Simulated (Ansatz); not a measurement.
**CH2OTe (SMILES C1O[Te]1): functionals against CCSD(T) at one geometry**

One table from this session's results is given with a row withheld; the runs are named, their logs left out.

Computed with Ansatz 0.2.0, Gaussian basis. Level: single points in def2-TZVPP.

Cores are frozen in the correlated methods. Filled d shells of the heavier atoms are correlated. Core potentials replace the inner electrons past krypton, and spin-orbit coupling is left out.

## Starting geometry

SMILES `C1O[Te]1`, 5 atoms, charge 0, spin multiplicity 1.

Atoms are counted from 1 here; the program's logs count them from 0.

Bond lengths: C1–O2 1.340 Å, C1–Te3 2.119 Å, C1–H4 1.104 Å, C1–H5 1.094 Å, O2–Te3 2.033 Å. Angles: O2–C1–Te3 67.7°, O2–C1–H4 113.6°, O2–C1–H5 114.1°, Te3–C1–H4 116.7°, Te3–C1–H5 121.0°, H4–C1–H5 114.8°, C1–O2–Te3 74.7°, C1–Te3–O2 37.6°.

As a file:

```xyz
5
charge 0, multiplicity 1
C     0.0345    0.2924   -0.1473
O    -0.7504   -0.2301    0.8051
Te    0.5608   -1.7060    0.3204
H    -0.4845    0.4573   -1.1074
H     0.6510    1.1310    0.1910
```

The first run:

Input file run/in.yaml:

```yaml
crystal:
  periodic: [false, false, false]
  atoms:
    - {symbol: C, position_ang: [0.034500, 0.292400, -0.147300]}
    - {symbol: O, position_ang: [-0.750400, -0.230100, 0.805100]}
    - {symbol: Te, position_ang: [0.560800, -1.706000, 0.320400]}
    - {symbol: H, position_ang: [-0.484500, 0.457300, -1.107400]}
    - {symbol: H, position_ang: [0.651000, 1.131000, 0.191000]}
basis:
  gaussian: {orbitals: def2-TZVPP}
correlation: {method: ccsd_t}
output: {forces: true}
```

No record of the launch command was kept for these runs.

Among the steps run: CCSD(T)/def2-TZVPP; PBE0-D4/def2-TZVPP; wB97M-V/def2-TZVPP; r2SCAN-D4/def2-TZVPP; PBE-D4/def2-TZVPP; CAM-B3LYP-D4/def2-TZVPP; r2SCANh-D4/def2-TZVPP.

One table of the session follows, with a row left open; its other results are not shown here.

| method | RMS force component (eV/Å) | angle to CCSD(T) forces (°) | dipole (D) |
| --- | --- | --- | --- |
| CCSD(T) | 0.713 | reference | 1.55 |
| PBE0-D4 | 0.492 | 16.4 | 1.56 |
| wB97M-V | 0.535 | 14.0 | 1.62 |
| r2SCAN-D4 | ? | ? | ? |
| PBE-D4 | 0.715 | 14.8 | 1.43 |
| CAM-B3LYP-D4 | 0.514 | 16.7 | 1.67 |
| r2SCANh-D4 | 0.540 | 12.5 | 1.54 |

Q: Estimate the row for r2SCAN-D4 from the others.

As computed: RMS force component (eV/Å): 0.600; angle to CCSD(T) forces (°): 6.7; dipole (D): 1.50. In the column «RMS force component (eV/Å)» it lies between r2SCANh-D4 (0.540) and CCSD(T) (0.713).
